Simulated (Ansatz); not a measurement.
# C3H4OSi: small, medium and large basis sets

How large a basis does C3H4OSi need? Two functionals are run in growing sets.

Computed with Ansatz 0.2.0, Gaussian basis. Level: one geometry, several basis sets.

The runs, in order: PBE0-D4/def2-SVP; ωB97M-V/def2-SVP; PBE0-D4/def2-QZVPP; ωB97M-V/def2-QZVPP; the functionals' def2-TZVPP values are taken from earlier runs.

**1. The relaxed structure**

An earlier PBE0-D4 in a triple-zeta def2 set relaxation fixed the geometry.

9 atoms, charge 0, spin multiplicity 1.

Atoms are counted from 1 here; the program's logs count them from 0.

Bond lengths: C1–C2 1.303 Å, C1–H6 1.086 Å, C1–H7 1.086 Å, C2–C3 1.289 Å, C3–O4 1.425 Å, C3–Si5 1.775 Å, O4–Si5 1.682 Å, Si5–H8 1.477 Å, Si5–H9 1.477 Å. Angles: C2–C1–H6 121.5°, C2–C1–H7 121.4°, H6–C1–H7 117.1°, C1–C2–C3 177.2°, C2–C3–O4 131.8°, C2–C3–Si5 165.9°, O4–C3–Si5 62.3°, C3–O4–Si5 69.1°, C3–Si5–O4 48.6°, C3–Si5–H8 122.2°, C3–Si5–H9 122.2°, O4–Si5–H8 116.8°, O4–Si5–H9 116.8°, H8–Si5–H9 113.4°.

**2. PBE0-D4 in def2-SVP**

in.yaml reads:

```yaml
crystal:
  periodic: [false, false, false]
  atoms:
    - {symbol: C, position_ang: [0.971154, 1.565532, -1.375928]}
    - {symbol: C, position_ang: [0.341296, 0.679565, -0.657546]}
    - {symbol: C, position_ang: [-0.231625, -0.200397, 0.089244]}
    - {symbol: O, position_ang: [-1.517253, -0.811963, 0.021449]}
    - {symbol: Si, position_ang: [-0.646096, -1.391827, 1.338454]}
    - {symbol: H, position_ang: [0.890114, 2.628194, -1.164845]}
    - {symbol: H, position_ang: [1.592520, 1.274206, -2.218204]}
    - {symbol: H, position_ang: [-0.189942, -2.795355, 1.270826]}
    - {symbol: H, position_ang: [-1.121668, -0.994254, 2.679451]}
basis:
  gaussian: {orbitals: def2-SVP}
hamiltonian: {xc: pbe0, dispersion: d4}
output: {orbitals: {seedname: orbitals}}
```

Run with:

```bash
$ ansatz run in.yaml --threads 2 --pin off --events-out ev --progress --plain --max-ram 4352MiB
```

Log:

```text
Functional definition: PBE0
  name "PBE0"
  cite "Adamo & Barone, J. Chem. Phys. 110, 6158 (1999) doi:10.1063/1.478522"
  cite "Perdew, Burke & Ernzerhof, Phys. Rev. Lett. 77, 3865 (1996) doi:10.1103/PhysRevLett.77.3865"
  parent pbe
  parameter a = 0.25
  parameter kappa = 0.804
  parameter beta = 0.06672455060314922
  exchange = (1 - a)*pbe_x(kappa = kappa, mu = beta*pi^2/3) + a*exact_x
  correlation = pbe_c(beta = beta)
1045 factors; their error is unknown
mean field evaluation 1: about -13076.6086 eV, gradient 4.6e1 eV
mean field evaluation 2: about -13071.4812 eV, gradient 6.7e1 eV
mean field evaluation 4: about -13081.9497 eV, gradient 5.0e0 eV
mean field evaluation 8: about -13082.0642 eV, gradient 2.2e-1 eV
mean field -13082.06428121 eV, -480.7569949929 hartree, gradient 6.5e-5 eV, S^2 0.000000; 0 other end points of the search recorded, 0 dependent functions left out
reference -13082.06430749 eV, -480.7569959584 hartree; 22, 22 occupied and 72, 72 virtual orbitals, 1045 factors
Total energy: -13082.21442952 eV, -480.7625128414 hartree
```

Wall time 1 s (2 threads of Arm Neoverse V2, shared host).

**3. ωB97M-V in def2-SVP**

Edit in.yaml of step 2 so:

```diff
@@ -14,3 +14,3 @@
   gaussian: {orbitals: def2-SVP}
-hamiltonian: {xc: pbe0, dispersion: d4}
+hamiltonian: {xc: {name: wB97M-V}}
 output: {orbitals: {seedname: orbitals}}
```

Launched as before.

Log, shortened:

```text
Functional definition: wB97M-V
  name "wB97M-V"
  cite "Mardirossian & Head-Gordon, J. Chem. Phys. 144, 214110 (2016) doi:10.1063/1.4952647"
  cite "Becke, J. Chem. Phys. 107, 8554 (1997) doi:10.1063/1.475007"
  cite "Vydrov & Van Voorhis, J. Chem. Phys. 133, 244103 (2010) doi:10.1063/1.3521275"
  # Of w^i u^j: cxij and so on, Table III.
[...]
  gx(w, u) = 1 - cx + cx01*u + cx10*w
  gss(w, u) = css00 + css04*u^4 + css10*w + css20*w^2 + css43*w^4*u^3
  gos(w, u) = cos00 + cos10*w + (cos20 + cos21*u)*w^2 + (cos60 + cos61*u)*w^6
[...]
      + integral(e_c_pw_mod_opposite_spin*gos(b97_w_opposite, b97_u_opposite)) + vv10(b, c)
1045 factors; their error is unknown
264 factors; integrals over basis functions are off by at most 1.0e-5 eV
[...]
mean field -13088.81023772 eV, -481.0049043220 hartree, gradient 1.9e-5 eV, S^2 0.000000; 0 other end points of the search recorded, 0 dependent functions left out
reference -13088.81027906 eV, -481.0049058413 hartree; 22, 22 occupied and 72, 72 virtual orbitals, 1045 factors
Total energy: -13088.81027906 eV, -481.0049058413 hartree
```

Wall time 4.4 s (2 threads of Arm Neoverse V2, shared host).

**4. PBE0-D4 in def2-QZVPP**

Edit in.yaml of step 3 so:

```diff
@@ -13,4 +13,4 @@
 basis:
-  gaussian: {orbitals: def2-SVP}
-hamiltonian: {xc: {name: wB97M-V}}
+  gaussian: {orbitals: "def2-QZVPP.json"}
+hamiltonian: {xc: pbe0, dispersion: d4}
 output: {orbitals: {seedname: orbitals}}
```

Same command.

Log:

```text
Functional definition: PBE0
  name "PBE0"
  cite "Adamo & Barone, J. Chem. Phys. 110, 6158 (1999) doi:10.1063/1.478522"
  cite "Perdew, Burke & Ernzerhof, Phys. Rev. Lett. 77, 3865 (1996) doi:10.1103/PhysRevLett.77.3865"
  parent pbe
  parameter a = 0.25
  parameter kappa = 0.804
  parameter beta = 0.06672455060314922
  exchange = (1 - a)*pbe_x(kappa = kappa, mu = beta*pi^2/3) + a*exact_x
  correlation = pbe_c(beta = beta)
1316 factors; their error is unknown
mean field evaluation 1: about -13083.6601 eV, gradient 5.9e1 eV
mean field evaluation 2: about -13073.4153 eV, gradient 8.9e1 eV
mean field evaluation 4: about -13091.3584 eV, gradient 8.6e0 eV
mean field evaluation 8: about -13091.5285 eV, gradient 2.1e-1 eV
mean field evaluation 16: about -13091.5365 eV, gradient 9.9e-5 eV
mean field -13091.53648942 eV, -481.1050922241 hartree, gradient 1.6e-5 eV, S^2 0.000000; 0 other end points of the search recorded, 0 dependent functions left out
reference -13091.53653021 eV, -481.1050937231 hartree; 22, 22 occupied and 396, 396 virtual orbitals, 1316 factors
Total energy: -13091.68665225 eV, -481.1106106061 hartree
```

Run time: 8 s. Hardware: 2 threads of Arm Neoverse V2, shared host; peak memory 1.1 GiB.

**5. ωB97M-V in def2-QZVPP**

Edit in.yaml of step 4 so:

```diff
@@ -14,3 +14,3 @@
   gaussian: {orbitals: "def2-QZVPP.json"}
-hamiltonian: {xc: pbe0, dispersion: d4}
+hamiltonian: {xc: {name: wB97M-V}}
 output: {orbitals: {seedname: orbitals}}
```

Same command.

Log, shortened:

```text
Functional definition: wB97M-V
  name "wB97M-V"
  cite "Mardirossian & Head-Gordon, J. Chem. Phys. 144, 214110 (2016) doi:10.1063/1.4952647"
  cite "Becke, J. Chem. Phys. 107, 8554 (1997) doi:10.1063/1.475007"
  cite "Vydrov & Van Voorhis, J. Chem. Phys. 133, 244103 (2010) doi:10.1063/1.3521275"
  # Of w^i u^j: cxij and so on, Table III.
[...]
  gx(w, u) = 1 - cx + cx01*u + cx10*w
  gss(w, u) = css00 + css04*u^4 + css10*w + css20*w^2 + css43*w^4*u^3
  gos(w, u) = cos00 + cos10*w + (cos20 + cos21*u)*w^2 + (cos60 + cos61*u)*w^6
[...]
      + integral(e_c_pw_mod_opposite_spin*gos(b97_w_opposite, b97_u_opposite)) + vv10(b, c)
1296 factors; their error is unknown
326 factors; integrals over basis functions are off by at most 9.5e-6 eV
[...]
mean field -13098.45243299 eV, -481.3592484624 hartree, gradient 3.6e-5 eV, S^2 0.000000; 0 other end points of the search recorded, 0 dependent functions left out
reference -13098.45249802 eV, -481.3592508522 hartree; 22, 22 occupied and 396, 396 virtual orbitals, 1296 factors
Total energy: -13098.45249802 eV, -481.3592508522 hartree
```

Wall time 20 s (2 threads of Arm Neoverse V2, shared host); peak memory 1.3 GiB.

**6. Density functionals: the series**

The def2-TZVPP values come from earlier runs at the same geometry.

```csv
functional,basis,functions,energy (eV),from the largest (eV),HOMO (eV),LUMO (eV)
PBE0-D4,def2-SVP,94,-13082.2144,9.472,-6.72,-0.80
PBE0-D4,def2-TZVPP,222,-13091.1269,0.560,-6.79,-1.06
PBE0-D4,def2-QZVPP,418,-13091.6867,0.000,-6.82,-1.13
ωB97M-V,def2-SVP,94,-13088.8103,9.642,-8.90,1.21
ωB97M-V,def2-TZVPP,222,-13097.9371,0.515,-8.99,0.75
ωB97M-V,def2-QZVPP,418,-13098.4525,0.000,-9.02,0.53
```

**7. What came out**

| quantity | value |
| --- | --- |
| PBE0-D4: double and triple zeta above quadruple | 9.47, 0.56 eV |
| ωB97M-V: double and triple zeta above quadruple | 9.64, 0.52 eV |

What this shows: PBE0-D4 gains 8.91 eV from double to triple zeta, then 0.56 eV more. Total energies overstate the basis error of differences, where much of it tends to cancel. The LUMO of ωB97M-V is positive and keeps falling with the basis (1.21 to 0.53 eV): an unbound level that the basis holds in place.

For PBE0-D4 the largest set took about 8 times as long as the smallest (8 s against 1 s).
